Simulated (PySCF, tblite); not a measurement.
**C6H9F3Si: geometry, infrared bands and NMR shifts**

What infrared bands and NMR shifts should C6H9F3Si (`C[C@@H]1[SiH2]C[C@@H]1C(F)=C(F)F`) show?

Computed with tblite 0.8.0 and PySCF 2.14.0, with density-fitted response routines of our own, on a single molecule in the gas phase. Atoms are numbered from 0 throughout.

### Step 1. The starting structure

19 atoms, charge 0, multiplicity 1; geometry from: force field or distance geometry start.

Bonds of the start (Å): C0–C1 1.48, C1–Si2 1.86, Si2–C3 1.87, C3–C4 1.53, C4–C5 1.47, C5–F6 1.36, C5–C7 1.36, C7–F8 1.36, C7–F9 1.36, C4–C1 1.49, C0–H10 1.12, C0–H11 1.08, C0–H12 1.13, C1–H13 1.12, Si2–H14 1.45, Si2–H15 1.47, C3–H16 1.09, C3–H17 1.11, C4–H18 1.11.

### Step 2. Relaxing the molecule with GFN2-xTB

Job settings and geometry (Å):

```
{"job": {"kind": "relax", "xc": "GFN2-xTB", "basis": "xTB"}, "charge": 0, "multiplicity": 1}
C     -1.449200     1.392900     0.258900
C     -0.918800     0.165200    -0.385100
Si    -1.252900    -1.453000     0.474500
C      0.235000    -1.535800    -0.655700
C      0.551300    -0.056100    -0.441300
C      1.353900     0.078900     0.788100
F      1.159400    -0.689900     1.894700
C      2.345500     1.004100     0.852200
F      3.047800     1.071500     2.009600
F      2.609000     1.815700    -0.204900
H     -2.389400     1.207700     0.844400
H     -0.764100     1.938800     0.897500
H     -1.780600     2.091500    -0.559100
H     -1.332700     0.095500    -1.423700
H     -1.002200    -1.481800     1.905800
H     -2.447400    -2.172000     0.011300
H     -0.020000    -1.713300    -1.702400
H      1.029300    -2.177600    -0.211800
H      1.016100     0.427100    -1.330300
```

Command:

```
OMP_NUM_THREADS=1 python probes_run.py task.json out
```

This one command runs all jobs of the session in turn.

The program printed:

```text
step      E/eV     max force
  0    -905.17636    3.217
  1    -905.62104    1.593
  2    -905.82035    1.534
  3    -905.97525    1.036
  4    -906.08438    0.631
  5    -906.13827    0.508
  6    -906.18182    0.505
  7    -906.21093    0.424
  8    -906.22571    0.260
  9    -906.23365    0.262
 10    -906.24291    0.230
 11    -906.25467    0.297
 12    -906.26550    0.257
 13    -906.27398    0.199
 14    -906.28273    0.231
 15    -906.29427    0.289
 16    -906.30800    0.363
 17    -906.32108    0.340
 18    -906.33195    0.228
 19    -906.34218    0.210
 20    -906.35400    0.242
 21    -906.36496    0.214
 22    -906.37207    0.215
 23    -906.37801    0.219
 24    -906.38442    0.258
 25    -906.39082    0.246
 26    -906.39660    0.199
 27    -906.40119    0.202
 28    -906.40529    0.162
 29    -906.40996    0.162
 30    -906.41560    0.163
 31    -906.42116    0.196
 32    -906.42625    0.169
 33    -906.43181    0.181
 34    -906.43804    0.200
 35    -906.44438    0.198
 36    -906.45004    0.168
 37    -906.45504    0.172
 38    -906.45971    0.217
 39    -906.46373    0.278
 40    -906.47042    0.267
 41    -906.47731    0.145
 42    -906.48291    0.107
 43    -906.48518    0.107
 44    -906.48813    0.118
 45    -906.49080    0.102
 46    -906.49413    0.128
 47    -906.49670    0.117
 48    -906.49875    0.108
 49    -906.50045    0.116
 50    -906.50265    0.110
 51    -906.50446    0.100
 52    -906.50594    0.076
 53    -906.50708    0.082
 54    -906.50832    0.086
 55    -906.50960    0.104
 56    -906.51088    0.074
 57    -906.51162    0.048
 58    -906.51214    0.052
 59    -906.51275    0.071
 60    -906.51364    0.078
 61    -906.51456    0.076
 62    -906.51522    0.049
 63    -906.51556    0.039
 64    -906.51581    0.042
 65    -906.51606    0.032
 66    -906.51632    0.031
 67    -906.51651    0.032
 68    -906.51663    0.026
 69    -906.51674    0.019
 70    -906.51681    0.013
 71    -906.51686    0.011
 72    -906.51689    0.011
 73    -906.51691    0.011
 74    -906.51694    0.009
```

It took 0.69 s on 1 thread of Arm Neoverse V1, shared host.

Relaxation path: (not every step is listed)

```
step  energy from step 0 (eV)  largest force (eV/Å)
   0                   0.0000                3.2169
   1                  -0.4447                1.5932
   2                  -0.6440                1.5339
   3                  -0.7989                1.0362
   4                  -0.9080                0.6314
   5                  -0.9619                0.5075
   6                  -1.0055                0.5049
   7                  -1.0346                0.4242
   8                  -1.0494                0.2597
  14                  -1.1064                0.2314
  20                  -1.1776                0.2423
  26                  -1.2202                0.1990
  32                  -1.2499                0.1688
  38                  -1.2833                0.2173
  44                  -1.3118                0.1180
  50                  -1.3263                0.1097
  56                  -1.3345                0.0740
  62                  -1.3389                0.0493
  68                  -1.3403                0.0262
  69                  -1.3404                0.0189
  70                  -1.3404                0.0130
  71                  -1.3405                0.0112
  72                  -1.3405                0.0111
  73                  -1.3406                0.0110
  74                  -1.3406                0.0094
```

Close pairs (by a distance rule), those that changed most:

```
  bond  before (Å)  after (Å)  change (Å)
 C1–C4       1.488      1.557      +0.069
C1–Si2       1.863      1.923      +0.060
Si2–C3       1.870      1.914      +0.044
C0–H12       1.126      1.090      -0.035
C0–H10       1.123      1.088      -0.035
 C0–C1       1.484      1.519      +0.035
 C5–C7       1.358      1.326      -0.032
C1–H13       1.120      1.093      -0.027
```

The next job starts from the end point, and lists it.

### Step 3. Infrared spectrum with GFN2-xTB

Job settings and geometry (Å):

```
{"job": {"kind": "ir", "xc": "GFN2-xTB", "basis": "xTB"}, "charge": 0, "multiplicity": 1}
C     -1.341814     1.404580     0.526434
C     -1.033527     0.185294    -0.325918
Si    -1.403276    -1.600126     0.283989
C      0.342905    -1.715238    -0.491758
C      0.470369    -0.173856    -0.506543
C      1.293091     0.285913     0.643714
F      1.000103    -0.266246     1.840610
C      2.272598     1.178580     0.594091
F      3.011748     1.591698     1.617844
F      2.650757     1.785972    -0.528678
H     -2.415828     1.576865     0.547425
H     -1.005390     1.268724     1.551308
H     -0.861552     2.295638     0.121310
H     -1.455511     0.347862    -1.321022
H     -1.452965    -1.759165     1.731901
H     -2.481286    -2.306931    -0.403476
H      0.353089    -2.113933    -1.503311
H      1.135156    -2.211395     0.063004
H      0.911530     0.235011    -1.418058
```

The program printed:

```text
mode    cm-1     km/mol
  1      41.1      0.04
  2      66.5      0.46
  3     109.2      0.22
  4     151.1      2.07
  5     185.9      2.37
  6     231.2      4.86
  7     237.3      0.51
  8     262.7      1.17
  9     293.1      4.35
 10     361.8      4.85
 11     433.0     10.53
 12     445.2     16.96
 13     452.3      1.22
 14     473.9     17.22
 15     519.7      2.62
 16     560.6      2.03
 17     611.3    106.59
 18     619.4     29.16
 19     656.5    125.35
 20     707.7     18.51
 21     752.9     67.46
 22     776.2    259.20
 23     803.1     88.57
 24     919.6     20.96
 25     993.3      6.98
 26    1004.2     42.58
 27    1048.1    145.54
 28    1068.1     96.32
 29    1093.7     10.63
 30    1145.3      5.82
 31    1152.7     12.00
 32    1191.1    164.83
 33    1202.8     51.83
 34    1230.5      2.12
 35    1246.4     49.25
 36    1291.2     13.85
 37    1321.6      8.23
 38    1418.1      1.41
 39    1469.4      3.16
 40    1503.3      3.45
 41    1510.7      1.91
 42    1778.1     72.73
 43    2284.9    379.07
 44    2320.1    249.30
 45    2944.6     30.82
 46    2965.1     33.54
 47    3000.2     39.71
 48    3014.8     35.66
 49    3024.5     17.37
 50    3031.7     37.83
 51    3042.7     21.52
```

Run time: 0.88 s. Hardware: 1 thread of Arm Neoverse V1, shared host.

Which atoms move in the most intense modes:

```
cm⁻¹  km/mol                                  atoms
 611   106.6            H14 45 %, H15 28 %, C1 11 %
 656   125.3            Si2 28 %, C1 25 %, H15 13 %
 776   259.2  H14 33 %, H15 26 %, Si2 16 %, C3 11 %
1048   145.5             C5 18 %, H18 13 %, C7 11 %
1068    96.3            H17 26 %, H13 12 %, C4 11 %
1191   164.8                       C7 63 %, F9 13 %
2285   379.1                               H15 96 %
2320   249.3                               H14 97 %
```

### Step 4. Shielding tensors: PBE0/pcSseg-1

Same as in step 3 but for these lines:

```diff
@@ -1,2 +1,2 @@
-{"job": {"kind": "ir", "xc": "GFN2-xTB", "basis": "xTB"}, "charge": 0, "multiplicity": 1}
+{"job": {"kind": "nmr", "xc": "PBE0", "basis": "pcSseg-1"}, "charge": 0, "multiplicity": 1}
 C     -1.341814     1.404580     0.526434
```

With the program's defaults for keys left out, this is: GIAO PBE0/pcSseg-1 NMR shielding, non-relativistic, gas phase.

The program printed:

```text
coarse grid: 16984 points
cycle   1  E = -822.0634496308  dE =  1.430e+00  |g| = 8.044e-01  |ddm| = 4.031e+00
cycle   2  E = -821.9181277777  dE =  1.453e-01  |g| = 1.209e+00  |ddm| = 1.412e+00
cycle   3  E = -822.1852798197  dE = -2.672e-01  |g| = 1.001e-01  |ddm| = 9.169e-01
cycle   4  E = -822.1866382461  dE = -1.358e-03  |g| = 5.986e-02  |ddm| = 1.346e-01
cycle   5  E = -822.1873726865  dE = -7.344e-04  |g| = 1.316e-02  |ddm| = 5.889e-02
cycle   6  E = -822.1874015978  dE = -2.891e-05  |g| = 5.250e-03  |ddm| = 1.396e-02
cycle   7  E = -822.1874078358  dE = -6.238e-06  |g| = 8.069e-04  |ddm| = 4.884e-03
final grid: 162336 points
cycle   8  E = -822.2668085073  dE = -5.687e-05  |g| = 9.623e-03  |ddm| = 4.245e-02
cycle   9  E = -822.2667847006  dE =  2.381e-05  |g| = 1.435e-02  |ddm| = 2.177e-02
cycle  10  E = -822.2668299471  dE = -4.525e-05  |g| = 1.384e-03  |ddm| = 1.339e-02
cycle  11  E = -822.2668303171  dE = -3.701e-07  |g| = 4.341e-04  |ddm| = 1.419e-03
cycle  12  E = -822.2668303578  dE = -4.070e-08  |g| = 1.398e-04  |ddm| = 4.442e-04
cycle  13  E = -822.2668303615  dE = -3.674e-09  |g| = 3.888e-05  |ddm| = 1.397e-04
cycle  14  E = -822.2668303618  dE = -3.024e-10  |g| = 9.526e-06  |ddm| = 4.099e-05
converged SCF energy = -822.2668303618

GIAO shielding tensors (ppm)
atom      isotropic    diamagn.    paramagn.     s11        s22        s33       span
  0 C      169.430     244.838     -75.408    159.154    163.588    185.548     26.394
  1 C      159.224     251.745     -92.521    133.676    165.650    178.347     44.671
  2 Si     377.482     880.020    -502.538    342.514    377.529    412.403     69.890
  3 C      174.987     252.486     -77.499    152.617    174.004    198.339     45.722
  4 C      147.180     249.172    -101.993    134.529    142.327    164.683     30.155
  5 C       46.074     253.687    -207.612      8.240     48.973     81.010     72.770
  6 F      365.278     475.359    -110.082    300.634    362.159    433.039    132.405
  7 C       19.859     250.521    -230.662    -43.189     46.425     56.340     99.529
  8 F      279.709     469.416    -189.707    259.692    285.171    294.263     34.572
  9 F      297.491     475.748    -178.257    252.681    304.436    335.355     82.675
 10 H       30.599      28.314       2.285     25.878     27.824     38.094     12.217
 11 H       30.412      29.881       0.530     26.239     30.637     34.359      8.120
 12 H       30.595      29.886       0.709     26.371     28.072     37.342     10.971
 13 H       29.384      32.650      -3.266     25.507     28.885     33.759      8.252
 14 H       27.125      29.413      -2.289     24.108     26.120     31.146      7.038
 15 H       26.986      29.394      -2.408     23.832     24.201     32.924      9.092
 16 H       29.848      31.025      -1.177     26.300     26.867     36.377     10.077
 17 H       30.300      30.346      -0.046     25.594     28.380     36.926     11.332
 18 H       28.344      33.616      -5.272     24.072     27.292     33.669      9.597
```

Run time: 53 s. Hardware: 1 thread of Arm Neoverse V1, shared host; peak memory 1.1 GiB.

Shifts follow as δ = σ(reference) − σ, with reference shieldings (ppm) from runs at the same level and on the same kind of geometry: ¹H TMS 31.72, ¹³C TMS 186.9, ²⁹Si TMS 349.2, ¹⁹F CFCl3 170.9. The references are single molecules in the gas phase, so shifts against H2O, NH3, PH3, H3PO4 or CFCl3 are not on the usual liquid scales and can be off by tens of ppm. Atoms listed in one row are averaged.

```
        atoms                                                environment  σ (ppm)  δ (ppm)  δ scaled to CDCl3
           C7                            fully substituted alkene carbon     19.9    167.1              161.1
           C5                            fully substituted alkene carbon     46.1    140.9              135.6
           C4                                             allylic sp3 CH    147.2     39.7               36.9
           C1                                        sp3 CH bonded to Si    159.2     27.7               25.1
           C0                                              methyl carbon    169.4     17.5               15.2
           C3                                       sp3 CH2 bonded to Si    175.0     11.9                9.7
          H15  hydrogen on a silicon bonded to 2 C, in a 4-membered ring    26.99     4.73                  –
          H14  hydrogen on a silicon bonded to 2 C, in a 4-membered ring    27.12     4.59                  –
          H18                              hydrogen on an allylic sp3 CH    28.34     3.37               3.29
          H13                         hydrogen on an sp3 CH bonded to Si    29.38     2.33               2.30
          H16                        hydrogen on an sp3 CH2 bonded to Si    29.85     1.87               1.87
          H17                        hydrogen on an sp3 CH2 bonded to Si    30.30     1.42               1.44
H10, H11, H12                                hydrogen on a methyl carbon    30.54     1.18               1.22
          Si2           silicon bonded to 2 C, 2 H, in a 4-membered ring    377.5    -28.3                  –
           F8                                           vinylic fluorine    279.7   -108.8                  –
           F9                                           vinylic fluorine    297.5   -126.5                  –
           F6                                           vinylic fluorine    365.3   -194.3                  –
```

The scaled column applies a straight-line fit of computed shieldings to shifts measured in CDCl3, and one for carbons that bear F (root-mean-square error 0.16 ppm for H, 1.9 ppm for C).

The run also stored atomic charges by several schemes (e):

```
atoms  Mulliken    IAO  Hirshfeld  ESP fit
   C0     -0.19  -0.42      -0.13    -0.46
   C1     -0.51  -0.37      -0.11    -0.03
  Si2      0.65   0.73       0.34     0.47
   C3     -0.42  -0.54      -0.17    -0.52
   C4     -0.28  -0.13      -0.04     0.09
   C5      0.13   0.19       0.05    -0.15
   F6     -0.27  -0.27      -0.06    -0.10
   C7      0.59   0.49       0.14     0.41
   F8     -0.24  -0.24      -0.07    -0.15
   F9     -0.25  -0.25      -0.07    -0.17
```

Mayer bond orders: C0–C1 1.06, C1–Si2 0.89, Si2–C3 0.92, C3–C4 0.97, C4–C5 0.93, C5–F6 0.92, C5–C7 1.76, C7–F8 1.01, C7–F9 1.01, C4–C1 0.93.

Ring of atoms C1, Si2, C3, C4: NICS(0) -0.3, NICS(1) -1.0, NICS(1)zz 2.1 ppm (means of both faces).

### Step 5. Outcome

| quantity | value |
| --- | --- |
| strongest single infrared mode (GFN2-xTB) | 2285 cm⁻¹, 379 km/mol |
| zero-point energy (GFN2-xTB) | 84.3 kcal/mol |
| ¹³C shifts against TMS (PBE0/pcSseg-1) | 167.1, 140.9, 39.7, 27.7, 17.5, 11.9 ppm |
| ¹H shifts against TMS (PBE0/pcSseg-1, means over atoms taken as alike) | 4.73, 4.59, 3.37, 2.33, 1.87, 1.42, 1.18 ppm |
| ²⁹Si shifts against TMS (PBE0/pcSseg-1) | -28.3 ppm |
| ¹⁹F shifts against CFCl3 (PBE0/pcSseg-1) | -108.8, -126.5, -194.3 ppm |

**Reading.** Relaxing lowered the energy by 1.341 eV in 74 steps; the close pair that moved most is C1–C4, from 1.488 to 1.557 Å. No mode is imaginary among the 51: a minimum at this level. The strongest single mode, at 2285 cm⁻¹, moves mainly H15. Unscaled tight-binding wavenumbers are off by several per cent, some by more. Its intensities can rank the bands wrongly. At PBE0/pcSseg-1: Shielding is most anisotropic at F6 (span 132 ppm, paramagnetic term -110 ppm).
